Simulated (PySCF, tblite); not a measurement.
**C7H8NO radical: geometry, infrared bands and EPR parameters**

Wanted: the infrared bands and EPR parameters of C7H8NO radical (`C#C[C@@H]1[CH][C@H](NC=O)C1`), by calculation.

Computed with tblite 0.8.0 and PySCF 2.14.0, with density-fitted response routines of our own, on a single molecule in the gas phase. Atoms count from 0, in the outputs and in this text.

## (1) The starting structure

17 atoms, charge 0, multiplicity 2; geometry from: force field or distance geometry start.

Bonds of the start (Å): C0–C1 1.20, C1–C2 1.48, C2–C3 1.52, C3–C4 1.51, C4–N5 1.43, N5–C6 1.44, C6–O7 1.27, C4–C8 1.49, C8–C2 1.48, C0–H9 1.06, C2–H10 1.13, C3–H11 1.13, C4–H12 1.11, N5–H13 1.06, C6–H14 1.08, C8–H15 1.09, C8–H16 1.12.

## (2) Geometry optimisation with GFN2-xTB

The job: settings as JSON, then the geometry in Å.

```
{"job": {"kind": "relax", "xc": "GFN2-xTB", "basis": "xTB"}, "charge": 0, "multiplicity": 2}
C     -1.439300     2.585300    -0.505400
C     -1.540400     1.423300    -0.231000
C     -1.611600    -0.007000     0.141400
C     -0.780000    -0.283300     1.382400
C      0.318300    -0.810200     0.492000
N      1.376200     0.101100     0.162000
C      2.770200    -0.211900     0.361400
O      3.142000    -1.322800     0.844900
C     -0.683300    -0.883300    -0.614000
H     -1.378400     3.611500    -0.765300
H     -2.669200    -0.386500     0.210600
H     -1.299800    -1.095600     1.980800
H      0.667700    -1.774500     0.909900
H      1.098800     1.041200    -0.238700
H      3.534300     0.514700     0.110000
H     -0.375600    -0.580100    -1.616500
H     -1.136900    -1.909800    -0.685900
```

Started as:

```bash
OMP_NUM_THREADS=1 python probes_run.py task.json out
```

One launch serves the whole session: the jobs run in the order shown.

**Question.** This job is followed by: GFN2-xTB harmonic vibrations, gas phase; UKS B3LYP, pcH-1 on C H N O, non-relativistic, mean-field spin-orbit, GIAO. Predict these results of the whole session: strongest single infrared mode (GFN2-xTB); zero-point energy (GFN2-xTB); g(iso) (B3LYP); ⟨S²⟩; largest a(iso); surface potential, 1st and 99th percentile.

**Answer**, as computed:

| quantity | value |
| --- | --- |
| strongest single infrared mode (GFN2-xTB) | 1765 cm⁻¹, 619 km/mol |
| zero-point energy (GFN2-xTB) | 80.7 kcal/mol |
| g(iso) (B3LYP) | 2.00252 |
| ⟨S²⟩ | 0.754 (exact 0.75) |
| largest a(iso) | 13C on C3, 119.0 MHz |
| surface potential, 1st and 99th percentile | -1.91 V and 2.06 V |

**Reading.** Relaxing lowered the energy by 1.130 eV in 110 steps; the close pair that moved most is N5–C6, from 1.443 to 1.345 Å. All 45 modes are real, so the xTB geometry is a minimum. The strongest single mode, at 1765 cm⁻¹, moves mainly C6 and O7. GFN2-xTB is a fitted tight-binding method: band positions and strengths are rough. Its intensities can rank the bands wrongly. Most of the unpaired spin sits on C3 (1.00 e). The isotropic g lies 0.2 ppt above the free-electron value.
